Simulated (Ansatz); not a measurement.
# CH₉NOSi₂: one species, many methods

Aim: compute CH₉NOSi₂ with functionals from several rungs and with coupled cluster, and see how far each lands from CCSD(T) at the basis-set limit for the atomisation energy.

The runs use Ansatz 0.2.0, Gaussian basis; functionals in def2-TZVPP, the program's frozen cores in correlated methods.

Plan: PBE-D4, r2SCAN-D4, PBE0-D4, B3LYP-D4, ωB97X-V, ωB97M-V, B2PLYP; CCSD(T)/def2-TZVPP; MP2/def2-QZVPP; extrapolation to the limit.

### Step 1. Structure used throughout

All runs share one geometry, relaxed beforehand with PBE0-D4 in a triple-zeta def2 set.

SMILES `CO[SiH](N)[SiH3]`, 14 atoms, charge 0, spin multiplicity 1.

Atoms are counted from 1 here; the program's logs count them from 0.

Bond lengths: C1–O2 1.407 Å, C1–H6 1.097 Å, C1–H7 1.092 Å, C1–H8 1.096 Å, O2–Si3 1.652 Å, Si3–N4 1.704 Å, Si3–Si5 2.347 Å, Si3–H9 1.492 Å, N4–H10 1.007 Å, N4–H11 1.007 Å, Si5–H12 1.488 Å, Si5–H13 1.491 Å, Si5–H14 1.490 Å. Angles: O2–C1–H6 111.7°, O2–C1–H7 108.4°, O2–C1–H8 111.7°, H6–C1–H7 108.4°, H6–C1–H8 108.3°, H7–C1–H8 108.3°, C1–O2–Si3 122.7°, O2–Si3–N4 112.1°, O2–Si3–Si5 110.3°, O2–Si3–H9 107.4°, N4–Si3–Si5 107.5°, N4–Si3–H9 107.8°, Si5–Si3–H9 111.7°, Si3–N4–H10 120.9°, Si3–N4–H11 120.8°, H10–N4–H11 111.4°, Si3–Si5–H12 111.2°, Si3–Si5–H13 110.0° and more.

### Step 2. PBE-D4 (GGA)

Contents of in.yaml:

```yaml
crystal:
  periodic: [false, false, false]
  atoms:
    - {symbol: C, position_ang: [0.099076, 1.816655, 1.328214]}
    - {symbol: O, position_ang: [-0.740611, 1.049587, 0.499877]}
    - {symbol: Si, position_ang: [-0.161261, 0.092169, -0.715282]}
    - {symbol: N, position_ang: [-1.402525, -0.464080, -1.742093]}
    - {symbol: Si, position_ang: [0.913035, -1.794478, 0.176988]}
    - {symbol: H, position_ang: [0.773659, 2.453338, 0.742341]}
    - {symbol: H, position_ang: [-0.526005, 2.458901, 1.951342]}
    - {symbol: H, position_ang: [0.706946, 1.184070, 1.985880]}
    - {symbol: H, position_ang: [0.769940, 0.923662, -1.532921]}
    - {symbol: H, position_ang: [-1.857457, 0.159931, -2.388970]}
    - {symbol: H, position_ang: [-2.019168, -1.204871, -1.451855]}
    - {symbol: H, position_ang: [1.800983, -2.435868, -0.830755]}
    - {symbol: H, position_ang: [-0.098471, -2.799122, 0.613785]}
    - {symbol: H, position_ang: [1.741858, -1.439924, 1.363461]}
basis:
  gaussian: {orbitals: def2-TZVPP}
hamiltonian: {xc: pbe, dispersion: d4}
output: {forces: true, orbitals: {seedname: orbitals}}
```

Command:

```bash
ansatz run in.yaml --threads 2 --pin off --events-out ev --progress --plain --max-ram 22528MiB --backend cuda --devices 0, --max-vram 18GiB
```

The runs that follow: r2SCAN-D4 (meta-GGA); PBE0-D4 (hybrid); B3LYP-D4 (hybrid); ωB97X-V (range-separated); ωB97M-V (range-separated); B2PLYP (double hybrid); CCSD(T) in def2-TZVPP; MP2 in def2-QZVPP.

Before running them: what should the planned runs give, taken together? Wanted: atomisation energy, CCSD(T)/CBS; farthest; mean size of error, hybrid; mean size of error, range-separated; gap, smallest and largest; T1 diagnostic; triples share of the correlation energy.

**Answer**, as computed:

| quantity | value |
| --- | --- |
| atomisation energy, CCSD(T)/CBS | 1154.0 kcal/mol |
| functionals within 5.8 kcal/mol (0.5 %) | PBE-D4, r2SCAN-D4, B3LYP-D4, ωB97X-V, ωB97M-V |
| farthest | B2PLYP (-16.0 kcal/mol) |
| mean size of error, hybrid | 5.5 kcal/mol |
| mean size of error, range-separated | 2.9 kcal/mol |
| gap, smallest and largest | 5.37 eV (PBE-D4), 11.80 eV (ωB97X-V) |
| T1 diagnostic | 0.0120 |
| triples share of the correlation energy | 3.5 % |

PBE-D4 misses by +4.8 kcal/mol. Double hybrids carry the basis error of their MP2 part in triple zeta, and no dispersion term here, so their miss is partly the set-up's. Misses under about 5.8 kcal/mol are within the doubt on the reference itself, which lacks core-valence correlation, relativity and higher excitations. Hartree-Fock recovers 73 % of the binding; the rest is correlation. The gap grows from 5.4 to 11.8 eV across the functionals, mostly with the share of exact exchange.
